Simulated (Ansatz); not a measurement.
# B2H5NSi: the cost of one run

Computed with Ansatz 0.2.0, Gaussian basis. Level: the settings change from run to run.

## 1. The molecule

The geometry comes from an earlier relaxation with PBE0-D4 in a triple-zeta def2 set; it is a stationary point, not always the lowest conformer.

SMILES `B1NB[SiH2]1`, 9 atoms, charge 0, spin multiplicity 1.

Atoms are counted from 1 here; the program's logs count them from 0.

Bond lengths: B1–N2 1.430 Å, B1–Si4 2.024 Å, B1–H5 1.195 Å, N2–B3 1.430 Å, N2–H6 1.013 Å, B3–Si4 2.024 Å, B3–H7 1.195 Å, Si4–H8 1.488 Å, Si4–H9 1.489 Å. Angles: N2–B1–Si4 92.2°, N2–B1–H5 123.6°, Si4–B1–H5 143.9°, B1–N2–B3 103.4°, B1–N2–H6 127.0°, B3–N2–H6 127.0°, N2–B3–Si4 92.2°, N2–B3–H7 123.6°, Si4–B3–H7 143.9°, B1–Si4–B3 67.4°, B1–Si4–H8 124.6°, B1–Si4–H9 112.5°, B3–Si4–H8 124.6°, B3–Si4–H9 112.5°, H8–Si4–H9 109.5°.

## 2. wB97M-V/cc-pVTZ

Options: multiplicity 3.

in.yaml

```yaml
crystal:
  periodic: [false, false, false]
  atoms:
    - {symbol: B, position_ang: [-0.801313, 0.675378, -0.524014]}
    - {symbol: N, position_ang: [0.522182, 1.076809, -0.162175]}
    - {symbol: B, position_ang: [1.170467, -0.158451, 0.150193]}
    - {symbol: Si, position_ang: [-0.597234, -1.108812, 0.408584]}
    - {symbol: H, position_ang: [-1.514664, 1.316248, -1.237668]}
    - {symbol: H, position_ang: [0.966480, 1.964377, -0.363860]}
    - {symbol: H, position_ang: [2.353142, -0.319374, 0.084841]}
    - {symbol: H, position_ang: [-0.946718, -2.422991, -0.194634]}
    - {symbol: H, position_ang: [-1.063841, -1.069584, 1.821733]}
basis:
  gaussian: {orbitals: cc-pVTZ}
magnetization: {spin_polarized: true, initial_magnetization: 2}
hamiltonian: {xc: {name: wB97M-V}}
```

Run with:

```console
> ansatz run in.yaml --threads 2 --pin off --events-out ev --progress --plain --max-ram 4352MiB
```

**Question.** How long does this run take on 2 threads of Arm Neoverse V1, shared host, and how much memory does it need?

About 86 s, with a peak of 0.94 GiB.
